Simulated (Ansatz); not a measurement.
# Al32H: the cost of one run

Method: DFT PBE+D3(BJ), plane waves, PAW, scalar-relativistic, no spin polarisation, in Ansatz 0.2.0.

**1. The structure to begin with**

The cell holds 33 atoms (Al32H): a = 8.100 Å, b = 8.100 Å, c = 8.100 Å, α = 90.00°, β = 90.00°, γ = 90.00°.

The coordinates stand in the first input below.

**2. End point A**

The input, input.yaml:

```yaml
crystal:
  lattice:
    - [8.1, 0.0, 0.0]
    - [0.0, 8.1, 0.0]
    - [0.0, 0.0, 8.1]
  atoms:
    - { symbol: Al, position: [0.5, 0.0, 0.0] }
    - { symbol: Al, position: [0.75, 0.25, 0.0] }
    - { symbol: Al, position: [0.75, 0.0, 0.25] }
    - { symbol: Al, position: [0.0, 0.0, 0.0] }
    - { symbol: Al, position: [0.25, 0.25, 0.0] }
    - { symbol: Al, position: [0.5, 0.5, 0.0] }
    - { symbol: Al, position: [0.75, 0.75, 0.0] }
    - { symbol: Al, position: [0.25, 0.0, 0.25] }
    - { symbol: Al, position: [0.5, 0.25, 0.25] }
    - { symbol: Al, position: [0.75, 0.5, 0.25] }
    - { symbol: Al, position: [0.5, 0.0, 0.5] }
    - { symbol: Al, position: [0.75, 0.25, 0.5] }
    - { symbol: Al, position: [0.75, 0.0, 0.75] }
    - { symbol: Al, position: [0.0, 0.5, 0.0] }
    - { symbol: Al, position: [0.25, 0.75, 0.0] }
    - { symbol: Al, position: [0.0, 0.25, 0.25] }
    - { symbol: Al, position: [0.25, 0.5, 0.25] }
    - { symbol: Al, position: [0.5, 0.75, 0.25] }
    - { symbol: Al, position: [0.0, 0.0, 0.5] }
    - { symbol: Al, position: [0.25, 0.25, 0.5] }
    - { symbol: Al, position: [0.5, 0.5, 0.5] }
    - { symbol: Al, position: [0.75, 0.75, 0.5] }
    - { symbol: Al, position: [0.25, 0.0, 0.75] }
    - { symbol: Al, position: [0.5, 0.25, 0.75] }
    - { symbol: Al, position: [0.75, 0.5, 0.75] }
    - { symbol: Al, position: [0.0, 0.75, 0.25] }
    - { symbol: Al, position: [0.0, 0.5, 0.5] }
    - { symbol: Al, position: [0.25, 0.75, 0.5] }
    - { symbol: Al, position: [0.0, 0.25, 0.75] }
    - { symbol: Al, position: [0.25, 0.5, 0.75] }
    - { symbol: Al, position: [0.5, 0.75, 0.75] }
    - { symbol: Al, position: [0.0, 0.75, 0.75] }
    - { symbol: H, position: [0.7468587, 0.2407715, 0.2488763] }
basis:
  ecutwfc: 420.0
kpoints:
  mp_grid: { grid: [3, 3, 3] }
hamiltonian:
  xc: pbe
  dispersion: d3bj
scf:
  occupations: { method: fermi_dirac, width: 0.15 }
  lower_state_search: "off"
relax:
  f_tol: 0.03
  max_steps: 60
  adjacent_minimum: "off"
```

Run with:

```
$ ansatz run input.yaml --threads 4 --pin off --max-ram 10240MiB --backend cpu --events-out ev --progress --plain --runs-dir out
```

What time and memory should one allow on 4 threads of AMD EPYC 9R45 (Zen 5), shared host?

About 17 s, with a peak of 1.4 GiB.
